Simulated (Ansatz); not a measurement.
# CH6AlOSi (SMILES [CH3][Al][O][SiH3]) at UBHLYP/def2-SVP

Aim: the vertical ionisation energy of CH6AlOSi at UBHLYP/def2-SVP, from 2 runs. 

The calculation is run with Ansatz 0.2.0.

105 further runs of the same task are left out: 105 set aside as unsound or not needed.

**1. Starting point**

The species is CH6AlOSi (10 atoms), meant as a doublet with charge 0. SMILES: `[CH3][Al][O][SiH3]`. Geometry: relaxed at PBE0-D4/def2-TZVP. This is one conformer, not always the lowest.

Bond lengths: C1–Al2 1.967 Å, Al2–O3 1.696 Å, O3–Si4 1.625 Å, C1–H5 1.095 Å, C1–H6 1.095 Å, C1–H7 1.091 Å, Si4–H8 1.489 Å, Si4–H9 1.487 Å, Si4–H10 1.488 Å. Some angles: C1–Al2–O3 116.4°, Al2–O3–Si4 163.5°, Al2–C1–H5 108.9°, Al2–C1–H6 109.0°, Al2–C1–H7 113.2°, O3–Si4–H8 111.1°, O3–Si4–H9 110.0°, O3–Si4–H10 110.0°, H5–C1–H6 107.8°, H5–C1–H7 108.9°.

**2. A single-point energy at UBHLYP/def2-SVP**

Contents of run.yaml:

```yaml
crystal:
  periodic: [false, false, false]
  atoms:
    - {symbol: C, position_ang: [0.243800, 1.981800, -1.341400]}
    - {symbol: Al, position_ang: [1.086500, 0.300600, -0.766100]}
    - {symbol: O, position_ang: [0.194200, -0.660700, 0.309100]}
    - {symbol: Si, position_ang: [-0.287900, -1.859400, 1.294000]}
    - {symbol: H, position_ang: [-0.701000, 1.751800, -1.844500]}
    - {symbol: H, position_ang: [0.014800, 2.586100, -0.457700]}
    - {symbol: H, position_ang: [0.869800, 2.566000, -2.016900]}
    - {symbol: H, position_ang: [0.686800, -2.984600, 1.283800]}
    - {symbol: H, position_ang: [-1.611000, -2.377800, 0.854700]}
    - {symbol: H, position_ang: [-0.413000, -1.355000, 2.687900]}
basis:
  gaussian: {orbitals: def2-SVP}
magnetization: {spin_polarized: true, initial_magnetization: 1}
accuracy: high
hamiltonian: {xc: {name: BHLYP}}
output: {orbitals: {seedname: orbitals}}
```

On the command line:

```sh
$ ansatz run run.yaml --threads 1 --pin off --max-ram 3480MiB --events-out events.jsonl --progress --plain --runs-dir runs
```

The program printed:

```text
Warning: RAYON_NUM_THREADS=1 ignored (pool sized by the plan → 1); use --threads N
Functional definition: BHLYP
  name "BHLYP"
  parameter a = 0.5
  exchange = (1 - a)*b88_x + a*exact_x
  correlation = lyp_c
2093 factors; integrals over basis functions are off by at most 7.8e-9 eV
mean field evaluation 1: about -17641.9295 eV, gradient 4.1e1 eV
mean field evaluation 2: about -17637.9804 eV, gradient 5.3e1 eV
mean field evaluation 4: about -17649.1815 eV, gradient 2.1e0 eV
mean field evaluation 8: about -17649.2126 eV, gradient 7.6e-2 eV
mean field evaluation 16: about -17649.2127 eV, gradient 7.9e-5 eV
mean field -17649.21271880 eV, -648.5966043499 hartree, gradient 8.1e-8 eV, S^2 0.753487; 0 other end points of the search recorded, 0 dependent functions left out
reference -17649.21274994 eV, -648.5966054944 hartree; 24, 23 occupied and 70, 71 virtual orbitals, 2093 factors
Total energy: -17649.21274994 eV, -648.5966054944 hartree
```

It took 13 s on 1 thread of Arm Neoverse V2, shared host; peak memory 0.48 GiB.

**3. The singlet cation at the same level**

Changes to run.yaml since step 2:

```diff
@@ -14,6 +14,8 @@
 basis:
-  gaussian: {orbitals: def2-SVP}
-magnetization: {spin_polarized: true, initial_magnetization: 1}
+  gaussian:
+    orbitals: def2-SVP
+total_charge: 1
+hamiltonian:
+  xc: {name: BHLYP}
 accuracy: high
-hamiltonian: {xc: {name: BHLYP}}
 output: {orbitals: {seedname: orbitals}}
```

On the command line:

```sh
$ ansatz run run.yaml --threads 1 --pin off --max-ram 3480MiB --events-out events.jsonl --progress --plain --runs-dir runs
```

The program printed:

```text
Warning: RAYON_NUM_THREADS=1 ignored (pool sized by the plan → 1); use --threads N
Functional definition: BHLYP
  name "BHLYP"
  parameter a = 0.5
  exchange = (1 - a)*b88_x + a*exact_x
  correlation = lyp_c
2094 factors; integrals over basis functions are off by at most 7.8e-9 eV
mean field evaluation 1: about -17627.7077 eV, gradient 8.1e1 eV
mean field evaluation 2: about -17588.8015 eV, gradient 1.5e2 eV
mean field evaluation 4: about -17641.1159 eV, gradient 1.0e1 eV
mean field evaluation 8: about -17641.7318 eV, gradient 3.5e-1 eV
mean field evaluation 16: about -17641.7323 eV, gradient 3.1e-4 eV
mean field -17641.73233565 eV, -648.3217053395 hartree, gradient 4.8e-8 eV, S^2 0.000000; 0 other end points of the search recorded, 0 dependent functions left out
reference -17641.73236670 eV, -648.3217064804 hartree; 23, 23 occupied and 71, 71 virtual orbitals, 2094 factors
Total energy: -17641.73236670 eV, -648.3217064804 hartree
```

Wall time 9.6 s (1 thread of Arm Neoverse V2, shared host); peak memory 0.32 GiB.

**4. Summary of results**

Level: UBHLYP/def2-SVP.

| quantity | value |
| --- | --- |
| doublet CH6AlOSi: total energy | -648.59661 Eh |
| doublet CH6AlOSi: HOMO energy (highest over α and β) | -6.24 eV |
| doublet CH6AlOSi: LUMO energy (lowest over α and β) | -1.46 eV |
| doublet CH6AlOSi: ⟨S²⟩ | 0.753 |
| singlet cation: total energy | -648.32171 Eh |
| singlet cation: HOMO energy | -14.02 eV |
| singlet cation: LUMO energy | -8.64 eV |
| singlet cation: HOMO–LUMO gap | 5.38 eV |
| vertical ionisation energy (to the singlet cation) | 7.480 eV |

What this shows: The vertical ionisation energy comes to 7.48 eV (722 kJ/mol). Only the singlet of the ionised species was computed; a triplet could lie lower.
